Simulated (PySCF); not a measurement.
# MoF4: triplet, from a PBE0 minimum start

Aim: relax MoF4 as a triplet from a PBE0 minimum start, check by its vibrations whether the end is a minimum, and collect its spectrum and constants.

Computed with PySCF 2.14.0. Level: PBE0, basis Mo def2-SVP with ECP28, F def2-SVP, scalar-relativistic core potentials, no spin–orbit coupling, density fitting.

## (1) Starting geometry

5 atoms, charge 0, spin multiplicity 3.

Bond lengths: Mo1–F2 1.846 Å, Mo1–F3 1.846 Å, Mo1–F4 1.846 Å, Mo1–F5 1.846 Å. Angles: F2–Mo1–F3 109.2°, F2–Mo1–F4 109.6°, F2–Mo1–F5 109.7°, F3–Mo1–F4 109.2°, F3–Mo1–F5 109.5°, F4–Mo1–F5 109.7°.

```xyz
5
charge 0 multiplicity 3
Mo    0.0000   -0.0050   -0.0038
F     1.5077    0.0802   -1.0658
F    -0.0076    1.4312    1.1563
F    -1.5084    0.0642   -1.0658
F     0.0084   -1.5783    0.9617
```

## (2) Finding the electronic state

One driver script runs all steps and calls PySCF; scf.py shows how it sets up the SCF of each step. The optimiser is the driver's own. After this first run the driver tries any further starts and a stability analysis.

Contents of scf.py:

```python
from pyscf import gto, scf, dft
mol = gto.M(atom='''
Mo     0.000027    -0.004990    -0.003812
F      1.507651     0.080245    -1.065756
F     -0.007624     1.431203     1.156309
F     -1.508420     0.064179    -1.065756
F      0.008407    -1.578280     0.961741''',
    basis={'Mo': 'def2-SVP', 'F': 'def2-SVP'},
    ecp={'Mo': 'def2-SVP'},
    charge=0, spin=2)
mf = dft.UKS(mol, xc='PBE0')
mf.grids.atom_grid = (50, 194)
aux = {'Mo': 'def2-universal-JKFIT', 'F': 'def2-universal-JKFIT'}
mf = mf.density_fit(auxbasis=aux)
mf.conv_tol = 1e-08
mf.diis_space = 10
mf.max_cycle = 60
mf.init_guess = 'minao'
mf.verbose = 4
mf.kernel()
```

Run with:

```
$ OMP_NUM_THREADS=2 python axn.py task.json out
```

The log of the run:

```text
init E= -459.212080391601
[... the frontier-level lines of each cycle are left out ...]
cycle= 1 E= -466.733201683411  delta_E= -7.52  |g|= 0.891  |ddm|= 2.18
cycle= 2 E= -464.790568824127  delta_E= 1.94  |g|= 2.49  |ddm|= 1.96
cycle= 3 E= -467.004661601105  delta_E= -2.21  |g|= 0.134  |ddm|= 1.54
cycle= 4 E= -467.012324556645  delta_E= -0.00766  |g|= 0.0466  |ddm|= 0.196
cycle= 5 E= -467.013455198559  delta_E= -0.00113  |g|= 0.0045  |ddm|= 0.046
cycle= 6 E= -467.013458213066  delta_E= -3.01e-06  |g|= 0.00481  |ddm|= 0.00622
cycle= 7 E= -467.013467288787  delta_E= -9.08e-06  |g|= 0.000804  |ddm|= 0.00352
cycle= 8 E= -467.013467983547  delta_E= -6.95e-07  |g|= 0.000192  |ddm|= 0.00147
cycle= 9 E= -467.013468057974  delta_E= -7.44e-08  |g|= 4.8e-05  |ddm|= 0.000649
cycle= 10 E= -467.013468058813  delta_E= -8.39e-10  |g|= 3.25e-05  |ddm|= 6.19e-05
Extra cycle  E= -467.013468057795  delta_E= 1.02e-09  |g|= 6.31e-05  |ddm|= 5.96e-05
converged SCF energy = -467.013468057795  <S^2> = 2.0049714  2S+1 = 3.0033124
```

This step, with its further starts and checks, needed 17 s of wall time on 2 threads of Arm Neoverse V1, shared host.

The starts that the driver tried:

```csv
start,energy (Eh)
the minimal-basis guess,-467.013468
a thermally smeared density,-467.013468
a smeared PBE density,-467.013468
```

No lower solution of this spin turned up from the other starts or in the test of internal stability.

## (3) Relaxing the triplet from the PBE0 minimum start

The program finds Td symmetry in the start, which this walk keeps. Threshold on the gradient: 0.0003 Eh/bohr, with a further test on the energy change.

Changes to scf.py since step 2:

```diff
@@ -3,5 +3,5 @@
-Mo     0.000027    -0.004990    -0.003812
-F      1.507651     0.080245    -1.065756
-F     -0.007624     1.431203     1.156309
-F     -1.508420     0.064179    -1.065756
-F      0.008407    -1.578280     0.961741''',
+Mo     0.000000     0.000000     0.000000
+F      1.506912     0.078879    -1.063472
+F     -0.007634     1.433106     1.163670
+F     -1.507667     0.062821    -1.063473
+F      0.008389    -1.574805     0.963274''',
@@ -18 +17,0 @@
-mf.init_guess = 'minao'
```

The optimiser's trace:

```csv
step,energy (Eh),change (kJ/mol),largest symmetric gradient (Eh/bohr)
0,-467.013473,0.00,0.00017
```

The walk took 3.1 s.

Positions (Å) and forces (eV/Å) along the way:

```
step 0
Mo   0.000   0.000   0.000  -0.003  -0.009   0.008
F    1.507   0.079  -1.063  -0.014   0.004   0.000
F   -0.008   1.433   1.164   0.001  -0.008   0.010
F   -1.508   0.063  -1.063   0.016   0.003   0.000
F    0.008  -1.575   0.963   0.001   0.010  -0.017
```

It settles in Td symmetry, 0.0 kJ/mol below the start, after 0 steps: Mo–F 1.846 Å (×4); F–Mo–F 109.5° (×6).

## (4) Hessian and properties

On the finer grid the gradient is checked again; gradients at displacements of ±0.02 bohr then give force constants and infrared intensities.

Changes to scf.py since step 3:

```diff
@@ -3 +3 @@
-Mo     0.000000     0.000000     0.000000
+Mo     0.000000     0.000000    -0.000000
@@ -12 +12 @@
-mf.grids.atom_grid = (50, 194)
+mf.grids.atom_grid = (75, 302)
@@ -15 +15 @@
-mf.conv_tol = 1e-08
+mf.conv_tol = 1e-10
```

This SCF starts from the last density.

SCF at the final geometry:

```text
init E= -467.01358385476
[... the frontier-level lines of each cycle are left out ...]
cycle= 1 E= -467.013583854301  delta_E= 4.59e-10  |g|= 4.03e-05  |ddm|= 4.06e-05
cycle= 2 E= -467.013583852044  delta_E= 2.26e-09  |g|= 8.73e-05  |ddm|= 8.34e-05
cycle= 3 E= -467.013583854924  delta_E= -2.88e-09  |g|= 1.73e-06  |ddm|= 5.66e-05
cycle= 4 E= -467.013583854927  delta_E= -3.52e-12  |g|= 7.14e-07  |ddm|= 2.36e-06
Extra cycle  E= -467.013583854928  delta_E= -1.36e-12  |g|= 7.81e-07  |ddm|= 4.47e-06
converged SCF energy = -467.013583854928  <S^2> = 2.0049729  2S+1 = 3.0033134
```

The whole step took 35 s.

Geometry: Td; Mo–F 1.846 Å (×4); F–Mo–F 109.5° (×6).

Modes, for the most abundant isotopes:

```json
{"symmetry": "t2", "ω (cm⁻¹)": "128", "IR (km/mol)": "105", "type": "bend"}
{"symmetry": "e", "ω (cm⁻¹)": "130", "IR (km/mol)": "0.0", "type": "bend"}
{"symmetry": "t2", "ω (cm⁻¹)": "706", "IR (km/mol)": "501", "type": "stretch"}
{"symmetry": "a1", "ω (cm⁻¹)": "716", "IR (km/mol)": "0.0", "type": "stretch"}
```

All wavenumbers are real: a minimum.

Properties at this point:

* Dipole moment: 0.00 D
* Highest occupied level: -7.37 eV
* Lowest empty level: -2.50 eV
* Rotational constants: 0.09764, 0.09764, 0.09764 cm⁻¹
* Zero-point energy: 20.8 kJ/mol
* Principal polarisabilities: 29.0, 29.0, 29.0 bohr³
* Atomisation energy without zero-point energy: 1930 kJ/mol
* Principal traceless quadrupole moments about the centre of mass: 0.00, 0.00, 0.00 D Å
* Entropy at 298.15 K and 1 bar (electronic part: spin only): 341.5 J/(mol K)
* Heat capacity Cp at 298.15 K: 87.1 J/(mol K)
* Enthalpy at 298.15 K above 0 K: 20.01 kJ/mol
* Rotational symmetry number: 12
* Spin squared ⟨S²⟩: 2.005

Charges (e) and bond orders:

```json
{"atom": "Mo1", "Mulliken": "1.43", "Löwdin": "0.61", "polar tensor": "2.75", "spin (Mulliken)": "1.77", "Mayer order to Mo1": "–"}
{"atom": "F2,3,4,5", "Mulliken": "-0.36", "Löwdin": "-0.15", "polar tensor": "-0.69", "spin (Mulliken)": "0.06", "Mayer order to Mo1": "1.05"}
```

Mulliken populations on Mo1 (outside its core potential): s 2.20, p 6.40, d 3.89, f 0.08.

## (5) Results

```
                                          quantity                                  value
                                           minimum                            triplet, Td
                                          geometry  Mo–F 1.846 Å (×4); F–Mo–F 109.5° (×6)
                                wavenumbers (cm⁻¹)  128 (t2), 130 (e), 706 (t2), 716 (a1)
                                     dipole moment                                 0.00 D
highest occupied, lowest empty level (either spin)                        -7.37, -2.50 eV
                        polar-tensor charge of Mo1                                +2.75 e
                                 zero-point energy                            20.8 kJ/mol
                               entropy at 298.15 K                        341.5 J/(mol K)
         atomisation energy (no zero-point energy)                            1930 kJ/mol
                                              ⟨S²⟩                                  2.005
```

What this shows: The PBE0 minimum start keeps its Td symmetry and ends in a minimum. In the infrared the band at 706 cm⁻¹ (t2, stretch) leads. The dipole vanishes although Mo1 carries +2.7 e by the polar tensor: the bond dipoles cancel. Most of the spin sits on Mo1 (Mulliken spin 1.77, against 2 for the whole molecule). Only this shape and spin were tried, so other structures or states may lie lower. One determinant may miss the lowest occupation of an open d or f shell.

The search up to here took 55 s.
